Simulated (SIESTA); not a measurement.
A run of SIESTA 5.4.2 is set up as follows.

NbMoS4.fdf

```
SystemName                      NbMoS4
SystemLabel                     NbMoS4
NumberOfSpecies                 3
NumberOfAtoms                   6
%block ChemicalSpeciesLabel
  1  42 Mo
  2  41 Nb
  3  16 S
%endblock ChemicalSpeciesLabel

LatticeConstant                 1.0 Ang
%block LatticeVectors
     5.7030694286     0.0000000000     0.0000000000
     0.0000000000     3.2860748100     0.0000000000
    -1.9242712849     0.0000000000     6.2479629849
%endblock LatticeVectors
AtomicCoordinatesFormat         Fractional
%block AtomicCoordinatesAndAtomicSpecies
     0.0035795400     0.0000000000     0.9992549500  1  Mo
     0.4946381600     0.5000000000     0.9990678000  2  Nb
     0.2433474600     0.0000000000     0.7498914300  3  S
     0.7573177400     0.5000000000     0.7562168800  3  S
     0.9212820800     0.5000000000     0.2425637100  3  S
     0.4118330200     0.0000000000     0.2490042300  3  S
%endblock AtomicCoordinatesAndAtomicSpecies

%block kgrid.MonkhorstPack
    5   0   0  0.0
    0   8   0  0.0
    0   0   5  0.0
%endblock kgrid.MonkhorstPack
XC.Functional                   GGA
XC.Authors                      PBEsol
PAO.BasisSize                   DZP
PAO.EnergyShift                 0.003 Ry
Mesh.Cutoff                     800 Ry
OccupationFunction              FD
ElectronicTemperature           0.05 eV
MaxSCFIterations                120
SCF.MustConverge                false
SCF.Mixer.Method                Pulay
SCF.Mixer.Weight                0.25
SCF.Mixer.History               8
SCF.DM.Tolerance                5.0e-05
SCF.H.Tolerance                 1.0e-03 eV
WriteForces                     true
Charge.Mulliken                 end
Charge.Hirshfeld                end
Charge.Voronoi                  end
SaveRho                         true
SaveElectrostaticPotential      true
%block PAO.Basis
  Mo 5
  n=4 0 2
    3.234 0.000
  n=5 0 2
    8.897 0.000
  n=4 1 2
    3.729 0.000
  n=5 1 1
    8.897
  n=4 2 2
    6.735 0.000
  Nb 5
  n=4 0 2
    3.366 0.000
  n=5 0 2
    9.113 0.000
  n=4 1 2
    3.905 0.000
  n=5 1 1
    9.113
  n=4 2 2
    7.312 0.000
%endblock PAO.Basis
```

Potentials or basis: PseudoDojo 0.4 standard (PBEsol files), DZP (energy shift 0.003 Ry; two zetas on semicore shells).

Launch:

```sh
$ siesta < NbMoS4.fdf > NbMoS4.out 2>&1
```

Question: Predict the band gap on the k mesh.

Answer: None (metal or under the smearing width).

Question: Estimate the Hirshfeld charges.

Answer: Mo +0.28; Nb +0.31; S -0.16, -0.14 e.

Forces on the atoms (eV/Å):
```
Mo  -0.123  0.000  0.011
Nb   0.136  0.000 -0.004
S    0.081  0.000 -0.193
S   -0.085  0.000 -0.241
S   -0.085  0.000  0.234
S    0.075  0.000  0.192
```

Caveat: the basis of atomic orbitals isn't converged, which shifts pressures, moduli and gaps.
